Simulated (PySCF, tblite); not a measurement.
**AsH2S2−, a cluster model of a defect (AsS unit): NMR shifts, core binding energies and electronic excitations**

What NMR shifts, core binding energies and electronic excitations should one expect for `S[As]S`? It is drawn as: dangling bond, charged.

Computed with tblite 0.8.0 and PySCF 2.14.0; each step states its level. No surroundings beyond the atoms listed, unless a continuum is named. Atoms count from 0, parts from 1.

### 1 Starting point

5 atoms, charge -1, multiplicity 1; geometry: distance geometry start.

### 2 Relaxing the cluster with GFN2-xTB

Job settings and geometry (Å):

```
{"job": {"kind": "relax", "xc": "GFN2-xTB", "basis": "xTB"}, "charge": -1, "multiplicity": 1}
S     -0.661137    -0.329180     1.753833
As     0.047562     0.936472     0.033665
S      0.863186     1.832754    -1.849704
H     -1.140957    -1.585217     1.652461
H      1.879656     1.313136    -2.590661
```

Level: GFN2-xTB geometry optimisation, gas phase.

Run with:

```bash
$ OMP_NUM_THREADS=1 python cluster_run.py task.json out
```

The driver reads the jobs from task.json and runs them one after another.

**Question.** The jobs that follow are: PBE0-D3(BJ)/def2-SVP geometry optimisation, gas phase; GIAO PBE0/aug-pcSseg-2 NMR shielding, non-relativistic, gas phase; delta-SCF UKS SCAN, aug-pcX-2 on the ionised atom, aug-pcseg-1 elsewhere, spin-free X2C; TDDFT CAM-B3LYP/def2-SVPD, vertical, gas phase, core orbitals frozen in the response. Predict: point group; rotational constants (main isotopes); shieldings of H, S, As (PBE0/aug-pcSseg-2, a mean where the table joins atoms); S2p binding energies, SCAN/aug-pcX-2; lowest singlet (CAM-B3LYP/def2-SVPD); brightest single state of those computed; lowest triplet; vertical ionisation energy (ΔSCF).

As calculated:

```
                                                                      quantity                             value
                                                                   point group                                C2
                                          rotational constants (main isotopes)              6.64, 2.35, 1.78 GHz
shieldings of H, S, As (PBE0/aug-pcSseg-2, a mean where the table joins atoms)  H3 28.4, S0 544.5, As1 793.9 ppm
                                          S2p binding energies, SCAN/aug-pcX-2                      S0 164.22 eV
                                          lowest singlet (CAM-B3LYP/def2-SVPD)       2.82 eV (440 nm), f = 0.008
                                      brightest single state of those computed       state 6, 4.76 eV, f = 0.031
                                                                lowest triplet                           2.22 eV
                                             vertical ionisation energy (ΔSCF)                           2.04 eV
```

Relaxing lowered the energy by 0.033 eV in 4 steps; the close pair that moved most is As1–S2, from 2.239 to 2.287 Å (PBE0/def2-SVP). No frequency check was run at this level, so the end point may be a saddle. At PBE0/aug-pcSseg-2: The largest span, 289 ppm, is at S0, S2, where the paramagnetic term is -511 ppm. The first singlet state (HOMO→LUMO 0.70, HOMO→LUMO+2 0.16) lies at 2.82 eV and is weak; of the 6 states computed, the strongest absorption comes from state 6 at 4.76 eV (the last computed, so partners may be missing). The lowest triplet lies 0.59 eV below the lowest singlet (triplets in Tamm-Dancoff, singlets in full TDDFT). In the gas-phase run even the lowest singlet lies above the computed detachment energy of this anion, so its states are not to be taken as bound. At CAM-B3LYP/def2-SVPD, all states lie near or above the ionisation energy, where they hang on the basis. The orbital energy would give 1.32 eV for ionisation, ΔSCF gives 2.04 eV. Spin-orbit coupling is left out, which matters for shieldings and couplings at and beside the heavy atoms.
